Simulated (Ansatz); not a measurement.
**Si₂H₃F₃: small, medium and large basis sets**

The task here is to estimate one member of a computed series from the others.

Program: Ansatz 0.2.0, Gaussian basis. Level of theory: one geometry, several basis sets. These are calculated values, not measurements.

Levels to be run: PBE0-D4/def2-SVP; ωB97M-V/def2-SVP; PBE0-D4/def2-QZVPP; ωB97M-V/def2-QZVPP; the functionals' def2-TZVPP values are taken from earlier runs.

### The geometry

The geometry comes from an earlier relaxation with PBE0-D4 in a triple-zeta def2 set; it is a stationary point, not always the lowest conformer.

SMILES `F[SiH2][SiH](F)F`, 8 atoms, charge 0, spin multiplicity 1.

Atoms are counted from 1 here; the program's logs count them from 0.

Bond lengths: F1–Si2 1.604 Å, Si2–Si3 2.355 Å, Si2–H6 1.485 Å, Si2–H7 1.484 Å, Si3–F4 1.591 Å, Si3–F5 1.594 Å, Si3–H8 1.481 Å. Angles: F1–Si2–Si3 108.5°, F1–Si2–H6 108.2°, F1–Si2–H7 108.6°, Si3–Si2–H6 110.4°, Si3–Si2–H7 111.2°, H6–Si2–H7 109.9°, Si2–Si3–F4 109.8°, Si2–Si3–F5 107.5°, Si2–Si3–H8 116.5°, F4–Si3–F5 107.4°, F4–Si3–H8 107.5°, F5–Si3–H8 107.8°.

The first run:

Input file in.yaml:

```yaml
crystal:
  periodic: [false, false, false]
  atoms:
    - {symbol: F, position_ang: [-2.172565, 0.648803, -0.087723]}
    - {symbol: Si, position_ang: [-0.614950, 1.005687, 0.054083]}
    - {symbol: Si, position_ang: [0.619279, -0.998510, -0.024056]}
    - {symbol: F, position_ang: [0.517362, -1.637983, -1.477730]}
    - {symbol: F, position_ang: [2.149198, -0.630389, 0.227285]}
    - {symbol: H, position_ang: [-0.412001, 1.688004, 1.357204]}
    - {symbol: H, position_ang: [-0.233426, 1.913149, -1.056302]}
    - {symbol: H, position_ang: [0.239203, -2.045861, 0.951339]}
basis:
  gaussian: {orbitals: def2-SVP}
hamiltonian: {xc: pbe0, dispersion: d4}
output: {orbitals: {seedname: orbitals}}
```

On the command line:

```sh
ansatz run in.yaml --threads 4 --pin off --events-out ev --progress --plain --max-ram 10444MiB
```

Steps of the session up to this table: PBE0-D4 in def2-SVP; ωB97M-V in def2-SVP; PBE0-D4 in def2-QZVPP; ωB97M-V in def2-QZVPP.

One of the session's tables, all rows but one given; the rest of the session is left out.

It belongs to the step «Density functionals: the series». 

```
functional       basis  HOMO (eV)
   PBE0-D4    def2-SVP      -8.57
   PBE0-D4  def2-TZVPP      -8.64
   PBE0-D4  def2-QZVPP          ?
   ωB97M-V    def2-SVP     -10.60
   ωB97M-V  def2-TZVPP     -10.71
   ωB97M-V  def2-QZVPP     -10.74
```

Estimate the missing values for PBE0-D4, def2-QZVPP.

As computed: HOMO (eV): -8.66. In the column «HOMO (eV)» it lies between ωB97M-V, def2-SVP (-10.60) and PBE0-D4, def2-TZVPP (-8.64).
